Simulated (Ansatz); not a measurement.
# C2F4O (trifluoroacetyl fluoride) at 6 levels

Aim: a comparison of 6 runs (B3LYP/6-31G*, B3LYP/cc-pVDZ, HSE06/cc-pVDZ, SVWN5/cc-pVDZ, RPA@PBE0/cc-pVDZ, CCSD/cc-pVDZ) of C2F4O (trifluoroacetyl fluoride). 

Program for the calculation: Ansatz 0.2.0.

51 further runs of the same task are left out: 51 set aside as unsound or not needed.

## 1. The structure to begin with

C2F4O has 7 atoms, charge 0, and is taken as a singlet. SMILES: `O=C(F)C(F)(F)F`. The C4–F7 distance was set to 1.714 Å, away from the relaxed value.

Bond lengths: O1–C2 1.172 Å, C2–F3 1.326 Å, C2–C4 1.542 Å, C4–F5 1.330 Å, C4–F6 1.330 Å. Angles: O1–C2–F3 124.0°, O1–C2–C4 126.4°, F3–C2–C4 109.5°, C2–C4–F5 109.8°, C2–C4–F6 109.8°, F5–C4–F6 108.7°. A long bond or contact: C4–F7 1.714 Å.

## 2. The energy at B3LYP/6-31G(d) (spherical functions) (run 1)

Contents of job.yaml:

```yaml
basis:
  gaussian: {orbitals: 6-31G_st_-spherical.json}
crystal:
  periodic: [false, false, false]
  atoms:
    - symbol: O
      position_ang: [0.697396, -1.519693, 0.795152]
    - symbol: C
      position_ang: [-0.274804, -0.921633, 0.529162]
    - symbol: F
      position_ang: [-1.500624, -1.324533, 0.833872]
    - symbol: C
      position_ang: [-0.345634, 0.428327, -0.212428]
    - symbol: F
      position_ang: [-1.061664, 0.294747, -1.324728]
    - symbol: F
      position_ang: [-0.928114, 1.338057, 0.562842]
    - symbol: F
      position_ang: [1.230750, 0.963590, -0.619810]
hamiltonian: {xc: {name: B3LYP}}
accuracy: high
output: {orbitals: {seedname: orbitals}}
```

The basis set 6-31G* is read from a file made from the Basis Set Exchange's data (not shown).

Started as:

```sh
$ ansatz run job.yaml --threads 1 --pin off --max-ram 3480MiB --events-out events.jsonl --progress --plain --runs-dir runs
```

Log:

```text
Warning: RAYON_NUM_THREADS=1 ignored (pool sized by the plan → 1); use --threads N
Functional definition: B3LYP
  name "B3LYP"
  parameter a0 = 0.2
  parameter ax = 0.72
  parameter ac = 0.81
  exchange = (1 - a0 - ax)*slater_x + ax*b88_x + a0*exact_x
  correlation = (1 - ac)*vwn_rpa_c + ac*lyp_c
2205 factors; integrals over basis functions are off by at most 2.9e-9 eV
mean field evaluation 1: about -14978.5774 eV, gradient 6.5e1 eV
mean field evaluation 2: about -14942.0446 eV, gradient 1.6e2 eV
mean field evaluation 4: about -14985.6532 eV, gradient 1.0e1 eV
mean field evaluation 8: about -14986.0168 eV, gradient 8.7e-1 eV
mean field evaluation 16: about -14986.0182 eV, gradient 4.6e-5 eV
mean field -14986.01823310 eV, -550.7260121786 hartree, gradient 1.9e-8 eV, S^2 0.000000; 0 other end points of the search recorded, 0 dependent functions left out
reference -14986.01825581 eV, -550.7260130130 hartree; 28, 28 occupied and 70, 70 virtual orbitals, 2205 factors
Total energy: -14986.01825581 eV, -550.7260130130 hartree
```

It took 7.8 s on 1 thread of Arm Neoverse V2, shared host; peak memory 0.36 GiB.

## 3. The energy at B3LYP/cc-pVDZ (run 2)

Contents of input.yaml:

```yaml
crystal:
  periodic: [false, false, false]
  atoms:
    - symbol: O
      position_ang: [0.697396, -1.519693, 0.795152]
    - symbol: C
      position_ang: [-0.274804, -0.921633, 0.529162]
    - symbol: F
      position_ang: [-1.500624, -1.324533, 0.833872]
    - symbol: C
      position_ang: [-0.345634, 0.428327, -0.212428]
    - symbol: F
      position_ang: [-1.061664, 0.294747, -1.324728]
    - symbol: F
      position_ang: [-0.928114, 1.338057, 0.562842]
    - symbol: F
      position_ang: [1.230750, 0.963590, -0.619810]
basis:
  gaussian:
    orbitals: cc-pVDZ
hamiltonian:
  xc: {name: B3LYP}
accuracy: high
output: {orbitals: {seedname: orbitals}}
```

Started as:

```sh
$ ansatz run input.yaml --threads 1 --pin off --max-ram 3480MiB --events-out events.jsonl --progress --plain --runs-dir runs
```

Log, shortened:

```text
Warning: RAYON_NUM_THREADS=1 ignored (pool sized by the plan → 1); use --threads N
[... 7 set-up lines as earlier in the session ...]
2153 factors; integrals over basis functions are off by at most 2.7e-9 eV
mean field evaluation 1: about -14980.5129 eV, gradient 6.3e1 eV
mean field evaluation 2: about -14948.1039 eV, gradient 1.5e2 eV
mean field evaluation 4: about -14986.9471 eV, gradient 9.0e0 eV
mean field evaluation 8: about -14987.2855 eV, gradient 8.6e-1 eV
mean field evaluation 16: about -14987.2868 eV, gradient 5.9e-5 eV
mean field -14987.28681405 eV, -550.7726316684 hartree, gradient 4.5e-8 eV, S^2 0.000000; 0 other end points of the search recorded, 0 dependent functions left out
reference -14987.28683937 eV, -550.7726325989 hartree; 28, 28 occupied and 70, 70 virtual orbitals, 2153 factors
Total energy: -14987.28683937 eV, -550.7726325989 hartree
```

Wall time 7.2 s (1 thread of Arm Neoverse V2, shared host); peak memory 0.35 GiB.

Run 3 isn't shown in full; the table further down has it.

## 4. The energy at SVWN5/cc-pVDZ (run 4)

Contents of job.yaml:

```yaml
basis:
  gaussian:
    orbitals: cc-pVDZ
crystal:
  periodic: [false, false, false]
  atoms:
    - {symbol: O, position_ang: [0.697396, -1.519693, 0.795152]}
    - {symbol: C, position_ang: [-0.274804, -0.921633, 0.529162]}
    - {symbol: F, position_ang: [-1.500624, -1.324533, 0.833872]}
    - {symbol: C, position_ang: [-0.345634, 0.428327, -0.212428]}
    - {symbol: F, position_ang: [-1.061664, 0.294747, -1.324728]}
    - {symbol: F, position_ang: [-0.928114, 1.338057, 0.562842]}
    - {symbol: F, position_ang: [1.230750, 0.963590, -0.619810]}
hamiltonian:
  xc: {name: SVWN5}
accuracy: high
output:
  orbitals: {seedname: orbitals}
```

Started as:

```sh
$ ansatz run job.yaml --threads 1 --pin off --max-ram 3480MiB --events-out events.jsonl --progress --plain --runs-dir runs
```

Log:

```text
Warning: RAYON_NUM_THREADS=1 ignored (pool sized by the plan → 1); use --threads N
Functional definition: SVWN5
  name "SVWN5"
  exchange = slater_x
  correlation = vwn5_c
2153 factors; integrals over basis functions are off by at most 2.7e-9 eV
mean field evaluation 1: about -14880.9380 eV, gradient 5.6e1 eV
mean field evaluation 2: about -14834.6322 eV, gradient 1.7e2 eV
mean field evaluation 4: about -14885.8985 eV, gradient 1.3e1 eV
mean field evaluation 8: about -14886.1700 eV, gradient 4.2e-1 eV
mean field evaluation 16: about -14886.1669 eV, gradient 6.3e-5 eV
mean field -14886.16694626 eV, -547.0565450685 hartree, gradient 7.1e-8 eV, S^2 0.000000; 0 other end points of the search recorded, 0 dependent functions left out
reference -14886.16694774 eV, -547.0565451230 hartree; 28, 28 occupied and 70, 70 virtual orbitals, 2153 factors
Total energy: -14886.16694774 eV, -547.0565451230 hartree
```

It took 3.9 s on 1 thread of Arm Neoverse V2, shared host; peak memory 0.25 GiB.

Run 5 isn't shown in full; the table further down has it.

## 5. A single-point energy at CCSD/cc-pVDZ (run 6)

Contents of in.yaml:

```yaml
crystal:
  periodic: [false, false, false]
  atoms:
    - symbol: O
      position_ang: [0.697396, -1.519693, 0.795152]
    - symbol: C
      position_ang: [-0.274804, -0.921633, 0.529162]
    - symbol: F
      position_ang: [-1.500624, -1.324533, 0.833872]
    - symbol: C
      position_ang: [-0.345634, 0.428327, -0.212428]
    - symbol: F
      position_ang: [-1.061664, 0.294747, -1.324728]
    - symbol: F
      position_ang: [-0.928114, 1.338057, 0.562842]
    - symbol: F
      position_ang: [1.230750, 0.963590, -0.619810]
basis:
  gaussian: {orbitals: cc-pVDZ}
scf: {omitted_lower_state_checks: [cluster_reference, increment]}
correlation: {method: ccsd, frozen_orbitals: {C: 1, F: 1, O: 1}}
accuracy: high
```

Started as:

```sh
$ ansatz run in.yaml --threads 1 --pin off --max-ram 3480MiB --events-out events.jsonl --progress --plain --runs-dir runs
```

Log:

```text
Warning: RAYON_NUM_THREADS=1 ignored (pool sized by the plan → 1); use --threads N
[... 12 lines left out ...]
7 core orbitals not correlated: weight in the atoms' cores, before any rotation towards them, 1.000 or more for the frozen orbitals, at most 0.000 for the correlated occupied ones
[... 25 lines left out ...]
Total energy: -14952.90020233 eV, -549.5089469959 hartree
Checks for a lower state left out: cluster_reference, increment
```

Wall time 38 s (1 thread of Arm Neoverse V2, shared host); peak memory 0.78 GiB.

## 6. All runs side by side

```csv
run,level,frozen core orbitals,energy (Eh),HOMO energy (eV),LUMO energy (eV),HOMO–LUMO gap (eV),wall time
1,B3LYP/6-31G* (spherical functions),–,-550.726013,-9.60,-1.96,7.65,7.8 s
2,B3LYP/cc-pVDZ,–,-550.772633,-9.69,-2.05,7.63,7.2 s
3,HSE06/cc-pVDZ,–,-550.219010,-9.63,-2.23,7.40,8.1 s
4,SVWN5/cc-pVDZ,–,-547.056545,-8.27,-3.13,5.14,3.9 s
5,RPA@PBE0/cc-pVDZ,7,-549.851432,–,–,–,13 s
6,CCSD/cc-pVDZ,7,-549.508947,–,–,–,38 s
```

## 7. Results

| quantity | value |
| --- | --- |
| run 6: total energy | -549.50895 Eh |
| run 6: correlation energy (7 core orbitals frozen) | -1203.3 mEh |
| run 6: T1 diagnostic | 0.015 |

**Reading.** Over runs 1, 2, 3, 4 the HOMO–LUMO gap runs from 5.14 eV (SVWN5/cc-pVDZ) to 7.65 eV (B3LYP/6-31G*). The two ends differ in method and basis. Totals of different functionals can't be ranked against each other. All runs together took 78 s, the longest 38 s.
